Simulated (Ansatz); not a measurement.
# LuMnIn (P-6m2) in Ansatz: convergence with wavefunction cutoff

Aim: find how far wavefunction cutoff must go before the results for LuMnIn settle, at LDA. This setting moves, with any that are tied to it; all else stays.

All numbers are computed with Ansatz 0.2.0; they aren't measurements. Logs are shortened: lines on timing, memory, paths and dates and some standing lists are left out, and cuts for length are marked.

## Step 1: The crystal as given

It takes space group P-6m2 (No. 187, hexagonal). The conventional cell has a = 4.737 Å, b = 4.737 Å, c = 3.401 Å, α = 90.00°, β = 90.00°, γ = 120.00°. Lu (site symmetry -6m2) is surrounded by 6 In at 3.22 Å and 6 Mn at 3.22 Å and 2 Lu at 3.40 Å. In (site symmetry -6m2) has 3 Mn at 2.73 Å as nearest neighbours. Mn (site symmetry -6m2) has 3 In at 2.73 Å as nearest neighbours.

The cell comes from a database or a generator and needn't be the stable form of this composition.

## Step 2: With wavefunction cutoff 200 eV

Contents of input.yaml:

```yaml
crystal:
  lattice:
    - [4.7365597518, 0.0, 0.0]
    - [-2.3682798759, 4.1019810716, 0.0]
    - [0.0, 0.0, 3.400741]
  atoms:
    - { symbol: Lu, position: [0.0, 0.0, 0.0] }
    - { symbol: In, position: [0.6666666667, 0.3333333333, 0.5] }
    - { symbol: Mn, position: [0.3333333333, 0.6666666667, 0.5], spin: 3.999, spin_axis: [2.828, 2.828, 0.0] }
hamiltonian:
  xc: lda
  pseudopotentials: { kind: paw_fr }
magnetization:
  noncollinear: true
  spin_orbit: true
kpoints:
  mp_grid: { grid: [6, 6, 7] }
scf:
  occupations: { method: gaussian, width: 0.1 }
output:
  forces: true
  stress: true
  eigenvalues: true
basis:
  ecutwfc: "200 eV"
```

Potentials or basis: Ansatz PAW.

The run is started by

```
> ansatz run input.yaml --threads 2 --pin off --max-ram 5632MiB --backend cpu --events-out ev --progress --plain --runs-dir out
```

What it wrote:

```text
Warning: basis.ecutwfc = 200 eV is below the records' recommended 420 eV, and the density's cutoff is lower with it unless basis.ecutrho_ratio is high enough to keep the records' density cutoff: compare with a run at a higher cutoff
Warning: output.stress: scf.convergence.dr2_threshold = 1e-7 eV (the SCF's general default) is looser than the 3e-10 eV advised for a printed stress (1e-10 eV for each atom of the cell: 3). What an SCF threshold leaves in a stress goes as its square root, and in the free energy as the threshold itself, and one threshold admits the most on a small cell: of the crystals measured, under no hybrid functional and no lock of the moments, on runs that ended without the residual-converged pass, on stresses that held no estimate of that error, the worst erred by over 100 MPa in a component at 1e-7 eV an atom and by under 5 at 1e-10. Set scf.convergence.dr2_threshold to 3e-10 eV or tighter. The threshold is an SCF's pass mark: one that does not reach it within its budget of iterations ends unconverged, or closes short of it on a stop that the run arms, and scf.convergence.dr2_threshold's page says what that costs each kind of run
Warning: RAYON_NUM_THREADS=2 ignored (pool sized by the plan → 2); use --threads N
[... 86 lines left out ...]
--- Band table (eV; the first three rows and the last of 140) ---
  k-point 0: bands = ["-69.0738", "-65.5397", "-44.9769", "-44.9382", "-38.2955", "-37.9176", "-37.3141", "-34.6075", "-34.2369", "-33.8485", "-20.0457", "-20.0270", "-12.9413", "-12.9405", "-12.8270", "-12.7813", "-2.6511", "-2.6491", "-2.5696", "-2.5696", "-1.7535", "-1.7533", "-1.7456", "-1.7419", "-1.6520", "-1.6520", "0.1749", "0.1749", "0.1922", "0.1928", "0.2349", "0.2413", "1.9489", "1.9490", "1.9818", "1.9867", "2.0138", "2.0192", "2.1195", "2.1317", "4.4968", "4.6168", "10.1278", "10.1278", "10.4459", "10.8241", "10.8279", "11.5362", "11.5363", "12.2528", "12.3776", "12.3776", "13.0486", "13.2606", "13.5679", "13.5679", "13.8023", "13.8029", "15.1753", "16.2623", "16.7481", "16.7521", "17.1494", "17.1538"]
  k-point 1: bands = ["-69.0702", "-65.5360", "-44.9782", "-44.9395", "-38.2907", "-37.9539", "-37.2954", "-34.6057", "-34.2719", "-33.8284", "-20.0529", "-20.0340", "-12.9434", "-12.9421", "-12.8565", "-12.8103", "-2.6658", "-2.6454", "-2.5923", "-2.5903", "-1.7908", "-1.7907", "-1.7189", "-1.7163", "-1.6898", "-1.6758", "0.1422", "0.1426", "0.2303", "0.2368", "0.2423", "0.2486", "1.9186", "1.9189", "1.9987", "1.9998", "2.0649", "2.0652", "2.0887", "2.1003", "4.8046", "4.9293", "9.9791", "9.9820", "10.4270", "10.8661", "10.8844", "11.5552", "11.5652", "12.2585", "12.7332", "12.7501", "13.2858", "13.3025", "13.4183", "13.6396", "14.1110", "14.1574", "15.0704", "15.6380", "15.6455", "16.0169", "16.2787", "16.2900"]
  k-point 2: bands = ["-69.0508", "-65.5166", "-44.9608", "-44.9221", "-38.2535", "-37.9251", "-37.2529", "-34.5706", "-34.2438", "-33.7877", "-20.0449", "-20.0251", "-12.9431", "-12.9189", "-12.9017", "-12.8768", "-2.6173", "-2.6078", "-2.4803", "-2.4786", "-1.7671", "-1.7671", "-1.6094", "-1.6079", "-1.5349", "-1.5338", "0.1499", "0.1502", "0.2407", "0.2486", "0.2947", "0.3109", "1.9237", "1.9240", "2.0478", "2.0575", "2.1031", "2.1076", "2.1100", "2.1135", "5.6957", "5.8390", "9.9882", "9.9941", "10.3545", "10.8476", "10.8655", "11.4175", "11.7331", "11.7422", "12.7012", "13.0449", "13.0538", "13.7208", "13.7317", "14.5000", "14.6944", "14.7359", "14.7652", "14.7837", "15.3046", "15.4497", "15.7612", "15.7838"]
  k-point 139: bands = ["-69.0536", "-65.5191", "-44.9634", "-44.9248", "-38.2477", "-37.8913", "-37.2652", "-34.5611", "-34.2114", "-33.8023", "-20.0274", "-20.0083", "-12.9309", "-12.9277", "-12.8486", "-12.8047", "-2.5602", "-2.5505", "-2.5085", "-2.5035", "-1.7097", "-1.7086", "-1.6409", "-1.6298", "-1.5058", "-1.5023", "0.1938", "0.2037", "0.2582", "0.2730", "0.2830", "0.3036", "1.9980", "2.0007", "2.0431", "2.0474", "2.1042", "2.1117", "2.1332", "2.1372", "6.3798", "6.4278", "8.2884", "8.6536", "10.2986", "10.8036", "10.8636", "10.9122", "10.9465", "11.6416", "12.2636", "12.2851", "13.1571", "13.3571", "13.5991", "13.6318", "13.7649", "14.6822", "15.1212", "15.1962", "15.3698", "15.7446", "15.9425", "15.9966"]
```

Run time: 35 s. Hardware: 2 threads of Arm Neoverse V2, shared host; peak memory 0.84 GiB.

Results:

| Property | Result |
| --- | --- |
| Free energy | -23784.0727 eV |
| Pressure | -5.4 GPa |
| Band gap on the k mesh | none (metal or under the smearing width) |
| Net moment | 3.43 μB per cell |
| Absolute moment | 4.04 μB per cell |

## Step 3: With wavefunction cutoff 250 eV

input.yaml, as its differences from that of step 2:

```diff
@@ -24,2 +24,2 @@
 basis:
-  ecutwfc: "200 eV"
+  ecutwfc: "250 eV"
```

Potentials or basis: Ansatz PAW.

The run is started by

```
> ansatz run input.yaml --threads 2 --pin off --max-ram 5632MiB --backend cpu --events-out ev --progress --plain --runs-dir out
```

Wall time 73 s (2 threads of Arm Neoverse V2, shared host); peak memory 0.94 GiB.

What came out:

* Free energy: -23806.2626 eV
* Pressure: -6.4 GPa
* Band gap on the k mesh: none (metal or under the smearing width)
* Net moment: 3.35 μB per cell
* Absolute moment: 3.98 μB per cell

## Step 4: With wavefunction cutoff 300 eV

input.yaml, as its differences from that of step 3:

```diff
@@ -24,2 +24,2 @@
 basis:
-  ecutwfc: "250 eV"
+  ecutwfc: "300 eV"
```

The run is started by

```
> ansatz run input.yaml --threads 2 --pin off --max-ram 5632MiB --backend cpu --events-out ev --progress --plain --runs-dir out
```

Wall time 65 s (2 threads of Arm Neoverse V2, shared host); peak memory 1 GiB.

Results:

| Item | Value |
| --- | --- |
| Free energy | -23809.2156 eV |
| Pressure | -7.6 GPa |
| Band gap on the k mesh | none (metal or under the smearing width) |
| Net moment | 3.34 μB per cell |
| Absolute moment | 3.95 μB per cell |

## Step 5: With wavefunction cutoff 350 eV

input.yaml, as its differences from that of step 4:

```diff
@@ -24,2 +24,2 @@
 basis:
-  ecutwfc: "300 eV"
+  ecutwfc: "350 eV"
```

The run is started by

```
> ansatz run input.yaml --threads 2 --pin off --max-ram 5632MiB --backend cpu --events-out ev --progress --plain --runs-dir out
```

Wall time 98 s (2 threads of Arm Neoverse V2, shared host); peak memory 1.1 GiB.

Results:

```
Free energy            : -23809.4782 eV
Pressure               : -7.7 GPa
Band gap on the k mesh : none (metal or under the smearing width)
Net moment             : 3.34 μB per cell
Absolute moment        : 3.95 μB per cell
```

## Step 6: With wavefunction cutoff 400 eV

input.yaml, as its differences from that of step 5:

```diff
@@ -24,2 +24,2 @@
 basis:
-  ecutwfc: "350 eV"
+  ecutwfc: "400 eV"
```

Potentials or basis: Ansatz PAW.

The run is started by

```
> ansatz run input.yaml --threads 2 --pin off --max-ram 5632MiB --backend cpu --events-out ev --progress --plain --runs-dir out
```

It took 2.1 min on 2 threads of Arm Neoverse V2, shared host; peak memory 1.3 GiB.

Results (log left out):

| Item | Value |
| --- | --- |
| Free energy | -23809.4960 eV |
| Pressure | -7.7 GPa |
| Band gap on the k mesh | none (metal or under the smearing width) |
| Net moment | 3.34 μB per cell |
| Absolute moment | 3.94 μB per cell |

## Step 7: With wavefunction cutoff 450 eV

input.yaml, as its differences from that of step 6:

```diff
@@ -24,2 +24,2 @@
 basis:
-  ecutwfc: "400 eV"
+  ecutwfc: "450 eV"
```

The run is started by

```
> ansatz run input.yaml --threads 2 --pin off --max-ram 5632MiB --backend cpu --events-out ev --progress --plain --runs-dir out
```

Wall time 2.5 min (2 threads of Arm Neoverse V2, shared host); peak memory 1.4 GiB.

It converged, with:

```
Free energy            : -23809.4986 eV
Pressure               : -7.7 GPa
Band gap on the k mesh : none (metal or under the smearing width)
Net moment             : 3.34 μB per cell
Absolute moment        : 3.94 μB per cell
```

## Step 8: With wavefunction cutoff 500 eV

input.yaml, as its differences from that of step 7:

```diff
@@ -24,2 +24,2 @@
 basis:
-  ecutwfc: "450 eV"
+  ecutwfc: "500 eV"
```

The run is started by

```
> ansatz run input.yaml --threads 2 --pin off --max-ram 5632MiB --backend cpu --events-out ev --progress --plain --runs-dir out
```

Run time: 2.9 min. Hardware: 2 threads of Arm Neoverse V2, shared host; peak memory 1.5 GiB.

It converged, with:

```yaml
Free_energy: -23809.4996 eV
Pressure: -7.7 GPa
Band_gap_on_the_k_mesh: none (metal or under the smearing width)
Net_moment: 3.34 μB per cell
Absolute_moment: 3.94 μB per cell
```

## Step 9: With wavefunction cutoff 600 eV

input.yaml, as its differences from that of step 8:

```diff
@@ -24,2 +24,2 @@
 basis:
-  ecutwfc: "500 eV"
+  ecutwfc: "600 eV"
```

Potentials or basis: Ansatz PAW.

The run is started by

```
> ansatz run input.yaml --threads 2 --pin off --max-ram 5632MiB --backend cpu --events-out ev --progress --plain --runs-dir out
```

It took 3.8 min on 2 threads of Arm Neoverse V2, shared host; peak memory 1.9 GiB.

It converged, with:

```
Free energy            : -23809.5010 eV
Pressure               : -7.7 GPa
Band gap on the k mesh : none (metal or under the smearing width)
Net moment             : 3.34 μB per cell
Absolute moment        : 3.95 μB per cell
```

## Step 10: With wavefunction cutoff 800 eV

input.yaml, as its differences from that of step 9:

```diff
@@ -24,2 +24,2 @@
 basis:
-  ecutwfc: "600 eV"
+  ecutwfc: "800 eV"
```

The run is started by

```
> ansatz run input.yaml --threads 2 --pin off --max-ram 5632MiB --backend cpu --events-out ev --progress --plain --runs-dir out
```

It took 4 min on 2 threads of Arm Neoverse V2, shared host; peak memory 2.5 GiB.

Results (log left out):

- Free energy: -23809.5019 eV
- Pressure: -7.7 GPa
- Band gap on the k mesh: none (metal or under the smearing width)
- Net moment: 3.34 μB per cell
- Absolute moment: 3.95 μB per cell

## Step 11: Summary

| wavefunction cutoff | energy less the tightest run, at zero smearing (meV/atom) | pressure (GPa) | absolute moment (μB) | SCF cycles | CPU time (s) | peak memory (GiB) |
| --- | --- | --- | --- | --- | --- | --- |
| 200 eV | 8476.44 | -5.38 | 4.04 | 13 | 70 | 0.84 |
| 250 eV | 1079.83 | -6.44 | 3.98 | 17 | 150 | 0.94 |
| 300 eV | 95.44 | -7.60 | 3.95 | 14 | 130 | 1 |
| 350 eV | 7.91 | -7.67 | 3.95 | 14 | 200 | 1.1 |
| 400 eV | 1.97 | -7.70 | 3.94 | 15 | 260 | 1.3 |
| 450 eV | 1.10 | -7.71 | 3.94 | 14 | 300 | 1.4 |
| 500 eV | 0.76 | -7.71 | 3.94 | 15 | 340 | 1.5 |
| 600 eV | 0.31 | -7.71 | 3.95 | 15 | 460 | 1.9 |
| 800 eV | 0.00 | -7.71 | 3.95 | 14 | 480 | 2.5 |

Against the tightest run, the energy stays within 1 meV/atom from 500 eV on; the pressure stays within 0.1 GPa from 350 eV on; the absolute moment stays within 0.02 μB from 300 eV on. The tightest run that finished is the yardstick and may itself not be fully converged.

Caveats: the PAW data sets come from PBE, with cores solved anew for the run's functional, which leaves a small shift of forces and pressure; the thresholds are loose for stress.
